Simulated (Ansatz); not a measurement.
# Mg4Te3S: the cost of one run

Program: Ansatz 0.2.0. Level of theory: DFT PBEsol, plane waves, PAW, scalar-relativistic, no spin polarisation. These are calculated values, not measurements.

1 further run of the same task is left out (it didn't finish).

### Step 1. Starting point

The cell holds 32 atoms (Mg16S4Te12): a = 9.008 Å, b = 9.074 Å, c = 12.630 Å, α = 90.00°, β = 90.00°, γ = 90.00°.

Its coordinates follow in the input file.

### Step 2. Run 1

400 steps of 2 fs at constant energy, with velocities drawn for 3000 K.

Input file input.yaml:

```yaml
crystal:
  lattice:
    - [9.00758, 0.0, 0.0]
    - [0.0, 9.07368, 0.0]
    - [0.0, 0.0, 12.629561]
  atoms:
    - { symbol: Mg, position: [0.0, 0.274199, 0.4907295] }
    - { symbol: Mg, position: [0.25, 0.0, 0.2458125] }
    - { symbol: Mg, position: [0.0, 0.725801, 0.4907295] }
    - { symbol: Mg, position: [0.25, 0.5, 0.2700305] }
    - { symbol: Te, position: [0.25, 0.261547, 0.1252005] }
    - { symbol: Te, position: [0.0, 0.0, 0.378673] }
    - { symbol: Te, position: [0.25, 0.738453, 0.1252005] }
    - { symbol: S, position: [0.0, 0.5, 0.3736235] }
    - { symbol: Mg, position: [0.0, 0.274199, 0.9907295] }
    - { symbol: Mg, position: [0.25, 0.0, 0.7458125] }
    - { symbol: Mg, position: [0.0, 0.725801, 0.9907295] }
    - { symbol: Mg, position: [0.25, 0.5, 0.7700305] }
    - { symbol: Te, position: [0.25, 0.261547, 0.6252005] }
    - { symbol: Te, position: [0.0, 0.0, 0.878673] }
    - { symbol: Te, position: [0.25, 0.738453, 0.6252005] }
    - { symbol: S, position: [0.0, 0.5, 0.8736235] }
    - { symbol: Mg, position: [0.5, 0.274199, 0.4907295] }
    - { symbol: Mg, position: [0.75, 0.0, 0.2458125] }
    - { symbol: Mg, position: [0.5, 0.725801, 0.4907295] }
    - { symbol: Mg, position: [0.75, 0.5, 0.2700305] }
    - { symbol: Te, position: [0.75, 0.261547, 0.1252005] }
    - { symbol: Te, position: [0.5, 0.0, 0.378673] }
    - { symbol: Te, position: [0.75, 0.738453, 0.1252005] }
    - { symbol: S, position: [0.5, 0.5, 0.3736235] }
    - { symbol: Mg, position: [0.5, 0.274199, 0.9907295] }
    - { symbol: Mg, position: [0.75, 0.0, 0.7458125] }
    - { symbol: Mg, position: [0.5, 0.725801, 0.9907295] }
    - { symbol: Mg, position: [0.75, 0.5, 0.7700305] }
    - { symbol: Te, position: [0.75, 0.261547, 0.6252005] }
    - { symbol: Te, position: [0.5, 0.0, 0.878673] }
    - { symbol: Te, position: [0.75, 0.738453, 0.6252005] }
    - { symbol: S, position: [0.5, 0.5, 0.8736235] }
basis:
  ecutwfc: 420.0
kpoints:
  mp_grid: { grid: [1, 1, 1] }
hamiltonian:
  xc: pbesol
scf:
  occupations: { method: fermi_dirac, width: 0.05 }
  lower_state_search: "off"
md:
  timestep: 2
  n_steps: 400
  ensemble: nve
  temperature: 3000.0
  initial_velocities: maxwell_boltzmann
  seed: 271203
```

Started as:

```sh
ansatz run input.yaml --threads 4 --pin off --max-ram 10240MiB --backend cpu --events-out ev --progress --plain --runs-dir out
```

Q: Estimate wall time and peak memory on 4 threads of Intel Xeon Platinum 8488C (Sapphire Rapids), shared host.

About 14 min, with a peak of 1.2 GiB.
